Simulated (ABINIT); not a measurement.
Runs of ABINIT 10.8.3 (patched build) on SnTe3. Symmetry: Fm-3m, No. 225, cubic system. The conventional cell has a = 7.722 Å, b = 7.722 Å, c = 7.722 Å, α = 90.00°, β = 90.00°, γ = 90.00°. Te (site symmetry m-3m) is surrounded by 8 Te at 3.34 Å. Te (site symmetry -43m) is surrounded by 4 Te at 3.34 Å and 4 Sn at 3.34 Å. Sn (site symmetry m-3m) is surrounded by 8 Te at 3.34 Å. The cell comes from a database or a generator and needn't be the stable form of this composition.

```tsv
task	level	potentials or basis	k mesh	cutoff (eV)	fine-grid cutoff	gap on the mesh (eV)	pressure (GPa)
band structure	LDA	JTH PAW LDA v2.0	6 × 6 × 6	599	1197.3 eV	none	(a)
band structure	r2SCAN	JTH PAW PBE v2.0	6 × 6 × 6	707	1306.15 eV	none	-
band structure	TB-mBJ	JTH PAW LDA v2.0	6 × 6 × 6	707	1306.15 eV	none	-
single point	PBEsol	PseudoDojo NC SR PBEsol v0.4.1 standard	6 × 6 × 6	1088	-	none	-2.7
```

Alike in all rows: no spin polarisation; cell as given; smearing fermi-dirac 0.05 eV.

Question: Estimate the missing entries.

Answer: (a) -3.8.

Caveats: the PAW data sets were made with another functional, which shifts forces and pressure a little (some runs); the constant c of TB-mBJ comes from the pseudo density here, which moves gaps by up to 0.3 eV between sets of potentials (some runs).

A k mesh can miss the band edges, and the runs leave out spin-orbit coupling on Sn, Te.

A gap of «none» marks a metal or a gap under the smearing width.

Not every run made on this cell is shown here.
